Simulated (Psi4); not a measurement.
# A workflow on SiH3Br (SMILES [H][Si]([H])([H])Br), part 2 of 2

Psi4 1.11.

## (4) A single-point energy at MP2/def2-TZVPP (density fitting, density fitting for correlation) (run 3)

The input, input.dat:

```
memory 1600 mb

molecule {
  0 1
  Si    -0.001077     0.002412    -0.228312
  Br     0.012956    -0.019984     2.014100
  H      1.412263     0.012120    -0.708397
  H     -0.716318     1.231185    -0.682892
  H     -0.707912    -1.221884    -0.707453
}

set {
  num_frozen_docc 14
}

e, wfn = energy('mp2/def2-TZVPP', return_wfn=True)
```

The run is started by

```console
$ psi4 -i input.dat -o output.dat -n 1
```

output.dat, cut to the lines that bear on the results:

```text
[...]
  Running in c1 symmetry.
[...]
  Nuclear repulsion =  149.312536069568409
[...]
  Multiplicity = 1
[...]
  Nalpha       = 26
  Nbeta        = 26
[...]
    Number of basis functions: 132
[...]
   @DF-RHF iter   1: -2862.92123743126558   -1.89334e+00   9.16710e-03 ADIIS/DIIS
[...]
   @DF-RHF iter  10: -2863.14886478611834   -4.95675e-11   6.36821e-09 DIIS
[...]
    Orbital Energies [Eh]
    ---------------------
    Doubly Occupied:
       1A   -490.014792     2A    -68.825958     3A    -65.157664
       4A    -58.512475     5A    -58.511706     6A    -58.511706
       7A     -9.831203     8A     -7.441718     9A     -7.437535
      10A     -7.437535    11A     -6.171468    12A     -4.278333
      13A     -4.277338    14A     -4.277338    15A     -3.183525
      16A     -3.181373    17A     -3.181373    18A     -3.176249
      19A     -3.176249    20A     -1.013210    21A     -0.725090
      22A     -0.518051    23A     -0.518039    24A     -0.489931
      25A     -0.418794    26A     -0.418793
[...]
  @DF-RHF Final Energy: -2863.14886478611834
   => Energetics <=
    Nuclear Repulsion Energy =            149.3125360695684094
    One-Electron Energy =               -4283.5479125420570199
    Two-Electron Energy =                1271.0865116863701587
    Total Energy =                      -2863.1488647861183381
[...]
 Multipole Moments:
 ------------------------------------------------------------------------------------
     Multipole            Electronic (a.u.)      Nuclear  (a.u.)        Total (a.u.)
 ------------------------------------------------------------------------------------
 L = 1.  Multiply by 2.5417464519 to convert [e a0] to [Debye]
 Dipole X            :          0.0665497           -0.0705433           -0.0039937
 Dipole Y            :         -0.1065554            0.1128238            0.0062684
 Dipole Z            :         10.6597563          -11.2901480           -0.6303918
 Magnitude           :                                                    0.6304356
[...]
```

It took 2 s on 1 thread of AMD EPYC 9R45 (Zen 5), shared host; peak memory 0.28 GiB.

## (5) The excited states at TD-PBE/cc-pVTZ (density fitting, save jk yes) (run 4)

The input, run.py:

```python
import psi4

psi4.set_memory('1600 MB')
psi4.set_num_threads(1)
psi4.set_output_file('psi4.out', False)

geom = psi4.geometry("""
0 1
Si    -0.001077     0.002412    -0.228312
Br     0.012956    -0.019984     2.014100
H      1.412263     0.012120    -0.708397
H     -0.716318     1.231185    -0.682892
H     -0.707912    -1.221884    -0.707453
symmetry c1
""")

psi4.set_options({
    'basis': 'cc-pVTZ',
    'save_jk': True,
})

from psi4.driver.procrouting.response.scf_response import tdscf_excitations
e, wfn = psi4.energy("pbe", return_wfn=True)
states = tdscf_excitations(wfn, states=6, tda=False)
for k, s in enumerate(states, 1):
    print(f"root {k}: {s['EXCITATION ENERGY'] * 27.211386:.4f} eV  f = {s['OSCILLATOR STRENGTH (LEN)']:.4f}  {s['SYMMETRY']}")
print(f'total energy {e:.8f} hartree = {e * 27.211386:.5f} eV')
for k, v in sorted(psi4.core.scalar_variables().items()):
    print(f'{k:45s} {v:18.10f}')
```

The run is started by

```console
$ python run.py
```

psi4.out:

```text
Psi4 1.11 release

   => Loading Basis Set <=

    Name: CC-PVTZ
    Role: ORBITAL
    Keyword: BASIS

         ---------------------------------------------------------
                                   SCF
                              RKS Reference
                        1 Threads,   1525 MiB Core
         ---------------------------------------------------------

  ==> Geometry <==

    Molecular point group: c1
    Full point group: C1

    Geometry (in Angstrom), charge = 0, multiplicity = 1:

       Center              X                  Y                   Z               Mass
    ------------   -----------------  -----------------  -----------------  -----------------
         SI          -0.009995171704     0.015949592427    -1.597021212255    27.976926534650
         BR           0.004037828296    -0.006446407573     0.645390787745    78.918337600000
         H            1.403344828296     0.025657592427    -2.077106212255     1.007825032230
         H           -0.725236171704     1.244722592427    -2.051601212255     1.007825032230
         H           -0.716830171704    -1.208346407573    -2.076162212255     1.007825032230

  Running in c1 symmetry.

  Rotational constants: A =      2.77949  B =      0.14024  C =      0.14024 [cm^-1]
  Rotational constants: A =  83326.99370  B =   4204.17661  C =   4204.16451 [MHz]
  Nuclear repulsion =  149.312536069568409

  Charge       = 0
  Multiplicity = 1
  Electrons    = 52
  Nalpha       = 26
  Nbeta        = 26

  ==> Algorithm <==

  SCF Algorithm Type is DF.
  DIIS enabled.
  MOM disabled.
  Fractional occupation disabled.
  Guess Type is SAD.
  Energy threshold   = 1.00e-06
  Density threshold  = 1.00e-06
  Integral threshold = 1.00e-12

  ==> Primary Basis <==

  Basis Set: CC-PVTZ
    Blend: CC-PVTZ
    Number of shells: 45
    Number of basis functions: 119
    Number of Cartesian functions: 133
    Spherical Harmonics?: true
    Max angular momentum: 3

  ==> DFT Potential <==

   => LibXC <=

    Version 7.1.2

   => Composite Functional: PBE <=

    PBE GGA Exchange-Correlation Functional

    Deriv               =              1
    GGA                 =           TRUE
    Meta                =          FALSE

    Exchange Hybrid     =          FALSE
    MP2 Hybrid          =          FALSE

   => Exchange Functionals <=

    1.0000     XC_GGA_X_PBE

   => Correlation Functionals <=

    1.0000     XC_GGA_C_PBE

   => LibXC Density Thresholds  <==

    XC_GGA_C_PBE:  1.00E-12
    XC_GGA_X_PBE:  1.00E-15

   => Molecular Quadrature <=

    Radial Scheme          =       TREUTLER
    Pruning Scheme         =           NONE
    Nuclear Scheme         =       TREUTLER

    Blocking Scheme        =         OCTREE
    BS radius alpha        =              1
    Pruning alpha          =              1
    Radial Points          =             75
    Spherical Points       =            302
    Total Points           =         107945
    Total Blocks           =            864
    Max Points             =            256
    Max Functions          =            119
    Weights Tolerance      =       1.00E-15

   => Loading Basis Set <=

    Name: (CC-PVTZ AUX)
    Role: JKFIT
    Keyword: DF_BASIS_SCF

  ==> Integral Setup <==

  DFHelper Memory: AOs need 0.048 GiB; user supplied 0.786 GiB.
  SCF_SUBTYPE=INCORE selected. In-core MEM_DF algorithm will be used.
  Using in-core AOs.

  ==> MemDFJK: Density-Fitted J/K Matrices <==

    J tasked:                   Yes
    K tasked:                    No
    wK tasked:                   No
    Memory [MiB]:               804
    Algorithm:                 Core
    Schwarz Cutoff:           1E-12
    Mask sparsity (%):       0.0000
    Fitting Condition:        1E-10

   => Auxiliary Basis Set <=

  Basis Set: (CC-PVTZ AUX)
    Blend: CC-PVTZ-JKFIT
    Number of shells: 118
    Number of basis functions: 418
    Number of Cartesian functions: 519
    Spherical Harmonics?: true
    Max angular momentum: 4

  Cached 100.0% of DFT collocation blocks in 0.332 [GiB].

  Minimum eigenvalue in the overlap matrix is 2.6836748457E-03.
  Reciprocal condition number of the overlap matrix is 5.2271594726E-04.
    Using symmetric orthogonalization.

  ==> Pre-Iterations <==

  SCF Guess: Superposition of Atomic Densities via on-the-fly atomic UHF (no occupation information).

   -------------------------
    Irrep   Nso     Nmo
   -------------------------
     A        119     119
   -------------------------
    Total     119     119
   -------------------------

  ==> Iterations <==

                           Total Energy        Delta E     RMS |[F,P]|

   @DF-RKS iter SAD: -2863.39827149068287   -2.86340e+03   0.00000e+00
   @DF-RKS iter   1: -2864.67628142153035   -1.27801e+00   1.04945e-02 DIIS/ADIIS
   @DF-RKS iter   2: -2864.63640662786065    3.98748e-02   1.08212e-02 DIIS/ADIIS
   @DF-RKS iter   3: -2864.98453314786639   -3.48127e-01   9.96833e-04 DIIS/ADIIS
   @DF-RKS iter   4: -2864.99353018554757   -8.99704e-03   4.72408e-04 DIIS/ADIIS
   @DF-RKS iter   5: -2864.99535465233066   -1.82447e-03   1.76078e-04 DIIS/ADIIS
   @DF-RKS iter   6: -2864.99563495483335   -2.80303e-04   8.81859e-06 DIIS
   @DF-RKS iter   7: -2864.99563584511088   -8.90278e-07   1.81118e-06 DIIS
   @DF-RKS iter   8: -2864.99563587357989   -2.84690e-08   5.49136e-07 DIIS
  Energy and wave function converged.

  ==> Post-Iterations <==

   Electrons on quadrature grid:
      Ntotal   =   52.0000035379 ; deviation = 3.538e-06

    Orbital Energies [Eh]
    ---------------------

    Doubly Occupied:

       1A   -481.018789     2A    -65.467703     3A    -61.824149
       4A    -55.737809     5A    -55.735153     6A    -55.735153
       7A     -8.414876     8A     -6.288947     9A     -6.280789
      10A     -6.280789    11A     -5.094159    12A     -3.507506
      13A     -3.503494    14A     -3.503494    15A     -2.492251
      16A     -2.490028    17A     -2.490028    18A     -2.483971
      19A     -2.483950    20A     -0.713551    21A     -0.498616
      22A     -0.338346    23A     -0.338337    24A     -0.336635
      25A     -0.264068    26A     -0.264067

    Virtual:

      27A     -0.049851    28A      0.007251    29A      0.007262
      30A      0.009907    31A      0.135482    32A      0.135486
      33A      0.144490    34A      0.154041    35A      0.165563
      36A      0.165568    37A      0.221775    38A      0.236421
      39A      0.236421    40A      0.291094    41A      0.291102
      42A      0.315970    43A      0.321222    44A      0.321227
      45A      0.445684    46A      0.458643    47A      0.458646
      48A      0.465271    49A      0.539421    50A      0.539429
      51A      0.590704    52A      0.709343    53A      0.734889
      54A      0.734891    55A      0.814961    56A      0.851040
      57A      0.851045    58A      0.931910    59A      0.931913
      60A      0.964244    61A      1.023475    62A      1.023499
      63A      1.112207    64A      1.167401    65A      1.167414
      66A      1.245583    67A      1.245605    68A      1.264291
      69A      1.285151    70A      1.331124    71A      1.417065
      72A      1.426524    73A      1.436758    74A      1.436767
      75A      1.511966    76A      1.511972    77A      1.583868
      78A      1.583871    79A      1.584851    80A      1.685980
      81A      1.685987    82A      1.744641    83A      1.744641
      84A      1.755079    85A      1.921518    86A      1.921519
      87A      2.035756    88A      2.212078    89A      2.212101
      90A      2.379037    91A      2.747044    92A      2.747113
      93A      2.844899    94A      3.057417    95A      3.122264
      96A      3.122271    97A      3.141251    98A      3.262368
      99A      3.262378   100A      3.279640   101A      3.431144
     102A      3.431205   103A      3.444622   104A      3.539135
     105A      3.539172   106A      3.557065   107A      3.557850
     108A      3.769966   109A      3.769983   110A      3.858458
     111A      3.886563   112A      3.948388   113A      3.948401
     114A      4.063127   115A      4.069738   116A      4.069791
     117A      4.534107   118A      4.534128   119A      5.190682

    Final Occupation by Irrep:
              A
    DOCC [    26 ]
    NA   [    26 ]
    NB   [    26 ]

  @DF-RKS Final Energy: -2864.99563587357989

   => Energetics <=

    Nuclear Repulsion Energy =            149.3125360695684094
    One-Electron Energy =               -4282.5011080610802310
    Two-Electron Energy =                1380.9458276780940196
    DFT Exchange-Correlation Energy =    -112.7528915601626380
    Empirical Dispersion Energy =           0.0000000000000000
    VV10 Nonlocal Energy =                  0.0000000000000000
    Total Energy =                      -2864.9956358735798858

Computation Completed

Properties will be evaluated at   0.000000,   0.000000,   0.000000 [a0]

Properties computed using the SCF density matrix

 Multipole Moments:

 ------------------------------------------------------------------------------------
     Multipole            Electronic (a.u.)      Nuclear  (a.u.)        Total (a.u.)
 ------------------------------------------------------------------------------------

 L = 1.  Multiply by 2.5417464519 to convert [e a0] to [Debye]
 Dipole X            :          0.0673569           -0.0705433           -0.0031865
 Dipole Y            :         -0.1078181            0.1128238            0.0050058
 Dipole Z            :         10.7868967          -11.2901480           -0.5032513
 Magnitude           :                                                    0.5032863

 ------------------------------------------------------------------------------------

	total time  =          4 seconds =       0.07 minutes

******************************************************************************************
**********                               WARNING                                **********
**********       The names of excited state variables changed between 1.5       **********
**********     and 1.6. For a quick solution, remove the symmetry specifier     **********
**********   from the variable name. For full details, see 'Notes on Psivars'   **********
**********                        in the documentation.                         **********
******************************************************************************************

         ---------------------------------------------------------
                         TDSCF excitation energies
         ---------------------------------------------------------

  ==> Options <==

     Residual threshold  : 1.0000e-04
     Initial guess       : denominators
     Reference           : RHF
     Solver type         : RPA (Hamiltonian)

  ==> Requested Excitations <==

      6 singlet states with A symmetry

  ==> Seeking the lowest 6 singlet states with A symmetry

                        Generalized Hamiltonian Solver

  ==> Options <==

    Max number of iterations        = 60
    Eigenvector tolerance           = 1.0000e-04
    Max number of expansion vectors = 1200

  => Iterations <=
                              Max[D[value]]     Max[|R|]   # vectors
  HamiltonianSolver iter   1:   2.81987e-01  8.61518e-02     24
  HamiltonianSolver iter   2:   2.58710e-03  3.34400e-02     30
  HamiltonianSolver iter   3:   1.89229e-04  1.03883e-02     42
  HamiltonianSolver iter   4:   1.25411e-05  3.54296e-03     54
  HamiltonianSolver iter   5:   1.30997e-06  9.77635e-04     66
  HamiltonianSolver iter   6:   1.02328e-07  2.74907e-04     76
  HamiltonianSolver iter   7:   6.03023e-09  9.94280e-05     86      Converged

******************************************************************************************
**********                               WARNING                                **********
**********  Length-gauge rotatory strengths are **NOT** gauge-origin invariant  **********
******************************************************************************************

                                    Excitation Energy         Total Energy        Oscillator Strength             Rotatory Strength
     #   Sym: GS->ES (Trans)        au              eV              au          au (length)    au (velocity)    au (length)    au (velocity)
    ---- -------------------- --------------- --------------- --------------- --------------- --------------- --------------- ---------------
     1        A->A (1 A)       0.22005         5.98789        -2864.77558      0.0123          0.0122         -0.0000         -0.0000
     2        A->A (1 A)       0.22005         5.98793        -2864.77558      0.0123          0.0122          0.0000          0.0000
     3        A->A (1 A)       0.27159         7.39045        -2864.72404      0.0000          0.0000          0.0000          0.0000
     4        A->A (1 A)       0.27377         7.44971        -2864.72186      0.0002          0.0005          0.0000          0.0000
     5        A->A (1 A)       0.27378         7.44993        -2864.72186      0.0002          0.0005         -0.0000         -0.0000
     6        A->A (1 A)       0.27923         7.59823        -2864.71641      0.0098          0.0144         -0.0000         -0.0000

Contributing excitations and de-excitations
Only contributions with abs(coeff) > 1.00e-01 will be printed:

Excited State    1 (1 A):   0.22005 au   207.06 nm f = 0.0123
  Sums of squares: Xssq =  1.000659e+00; Yssq =  6.588358e-04; Xssq - Yssq =  1.000000e+00
     26a  ->  27a     0.996289 (99.259%)

Excited State    2 (1 A):   0.22005 au   207.06 nm f = 0.0123
  Sums of squares: Xssq =  1.000659e+00; Yssq =  6.588429e-04; Xssq - Yssq =  1.000000e+00
     25a  ->  27a     0.996289 (99.259%)

Excited State    3 (1 A):   0.27159 au   167.76 nm f = 0.0000
  Sums of squares: Xssq =  1.000019e+00; Yssq =  1.926058e-05; Xssq - Yssq =  1.000000e+00
     25a  ->  28a     0.703895 (49.547%)
     26a  ->  29a    -0.702225 (49.312%)

Excited State    4 (1 A):   0.27377 au   166.43 nm f = 0.0002
  Sums of squares: Xssq =  1.000135e+00; Yssq =  1.349543e-04; Xssq - Yssq =  1.000000e+00
     25a  ->  28a     0.408381 (16.678%)
     25a  ->  29a    -0.397177 (15.775%)
     26a  ->  28a     0.398633 (15.891%)
     26a  ->  29a     0.410503 (16.851%)
     26a  ->  30a     0.585575 (34.290%)

Excited State    5 (1 A):   0.27378 au   166.42 nm f = 0.0002
  Sums of squares: Xssq =  1.000135e+00; Yssq =  1.351169e-04; Xssq - Yssq =  1.000000e+00
     25a  ->  28a    -0.396487 (15.720%)
     25a  ->  29a    -0.407601 (16.614%)
     25a  ->  30a     0.587635 (34.532%)
     26a  ->  28a     0.409739 (16.789%)
     26a  ->  29a    -0.397846 (15.828%)

Excited State    6 (1 A):   0.27923 au   163.18 nm f = 0.0098
  Sums of squares: Xssq =  1.000861e+00; Yssq =  8.611506e-04; Xssq - Yssq =  1.000000e+00
     25a  ->  28a    -0.278200 ( 7.740%)
     25a  ->  29a    -0.300417 ( 9.025%)
     25a  ->  30a    -0.796903 (63.505%)
     26a  ->  28a     0.299223 ( 8.953%)
     26a  ->  29a    -0.277944 ( 7.725%)

******************************************************************************************
**********                               WARNING                                **********
**********       The names of excited state variables changed between 1.5       **********
**********     and 1.6. For a quick solution, remove the symmetry specifier     **********
**********   from the variable name. For full details, see 'Notes on Psivars'   **********
**********                        in the documentation.                         **********
******************************************************************************************
```

The script printed:

```text
root 1: 5.9879 eV  f = 0.0123  A
root 2: 5.9879 eV  f = 0.0123  A
root 3: 7.3904 eV  f = 0.0000  A
root 4: 7.4497 eV  f = 0.0002  A
root 5: 7.4499 eV  f = 0.0002  A
root 6: 7.5982 eV  f = 0.0098  A
total energy -2864.99563587 hartree = -77960.50214 eV
CURRENT ENERGY                                  -2864.9956358736
CURRENT REFERENCE ENERGY                        -2864.9956358736
DD SOLVATION ENERGY                                 0.0000000000
DFT FUNCTIONAL TOTAL ENERGY                     -2864.9956358736
DFT TOTAL ENERGY                                -2864.9956358736
DFT VV10 ENERGY                                     0.0000000000
DFT XC ENERGY                                    -112.7528915602
GRID ELECTRONS ALPHA                               26.0000017689
GRID ELECTRONS BETA                                26.0000017689
GRID ELECTRONS TOTAL                               52.0000035379
NUCLEAR REPULSION ENERGY                          149.3125360696
ONE-ELECTRON ENERGY                             -4282.5011080611
PCM POLARIZATION ENERGY                             0.0000000000
PE ENERGY                                           0.0000000000
SCF ITERATION ENERGY                            -2864.9956358736
SCF ITERATIONS                                      8.0000000000
SCF TOTAL ENERGY                                -2864.9956358736
TWO-ELECTRON ENERGY                              1380.9458276781
XC GRID RADIAL POINTS                              75.0000000000
XC GRID SPHERICAL POINTS                          302.0000000000
XC GRID TOTAL POINTS                           107945.0000000000
```

Wall time 28 s (1 thread of AMD EPYC 9R45 (Zen 5), shared host); peak memory 0.98 GiB.

The roots found:

```
excited state  energy (eV)  strength  label
            1        5.988    0.0123    A 1
            2        5.988    0.0123    A 1
            3        7.390    0.0000    A 1
            4        7.450    0.0002    A 1
            5        7.450    0.0002    A 1
            6        7.598    0.0098    A 1
```

## (6) Results

This closing draws on all 2 parts.

| quantity | value |
| --- | --- |
| run 1, PBE-D4/cc-pVTZ: total energy at the end | -2864.99856 Eh |
| run 1, PBE-D4/cc-pVTZ: dipole moment | 1.28 D |
| run 1, PBE-D4/cc-pVTZ: HOMO energy | -7.19 eV |
| run 1, PBE-D4/cc-pVTZ: LUMO energy | -1.36 eV |
| run 1, PBE-D4/cc-pVTZ: HOMO–LUMO gap | 5.83 eV |
| run 1, PBE-D4/cc-pVTZ: dispersion energy | -7.67 kJ/mol |
| run 2, PBE-D4/cc-pVTZ: lowest harmonic wavenumber | 413 cm⁻¹ |
| run 2, PBE-D4/cc-pVTZ: highest harmonic wavenumber | 2193 cm⁻¹ |
| run 2, PBE-D4/cc-pVTZ: zero-point energy | 64.9 kJ/mol |
| run 2, PBE-D4/cc-pVTZ: ideal-gas entropy at 298.15 K (symmetry number 3 as used) | 63.0 cal/(mol K) |
| run 3, MP2/def2-TZVPP: total energy | -2863.55433 Eh |
| run 3, MP2/def2-TZVPP: HOMO energy (Hartree–Fock orbitals) | -11.40 eV |
| run 3, MP2/def2-TZVPP: LUMO energy (Hartree–Fock orbitals) | 2.76 eV |
| run 3, MP2/def2-TZVPP: HOMO–LUMO gap (Hartree–Fock orbitals) | 14.16 eV |
| run 3, MP2/def2-TZVPP: correlation energy (14 core orbitals frozen) | -405.5 mEh |
| run 4, TD-PBE/cc-pVTZ: ground-state or mean-field energy | -2864.99564 Eh |
| run 4, TD-PBE/cc-pVTZ: dipole moment (PBE Kohn–Sham density) | 1.28 D |
| run 4, TD-PBE/cc-pVTZ: HOMO energy (PBE Kohn–Sham orbitals) | -7.19 eV |
| run 4, TD-PBE/cc-pVTZ: LUMO energy (PBE Kohn–Sham orbitals) | -1.36 eV |
| run 4, TD-PBE/cc-pVTZ: HOMO–LUMO gap (PBE Kohn–Sham orbitals) | 5.83 eV |
| run 4, TD-PBE/cc-pVTZ: lowest excitation energy | 5.99 eV |

What this shows: The optimisation (run 1, PBE-D4/cc-pVTZ) took 5 steps and changed the energy by -0.075 eV. All 9 modes (run 2, PBE-D4/cc-pVTZ) are real, so the shape is a minimum at this level. The brightest of the 6 transitions from the ground state lies at 5.99 eV (207 nm, f = 0.025, degenerate roots summed). Roots above 7.2 eV lie over the negative of the HOMO energy, where those of Rydberg kind are poorly described; valence roots are less touched.
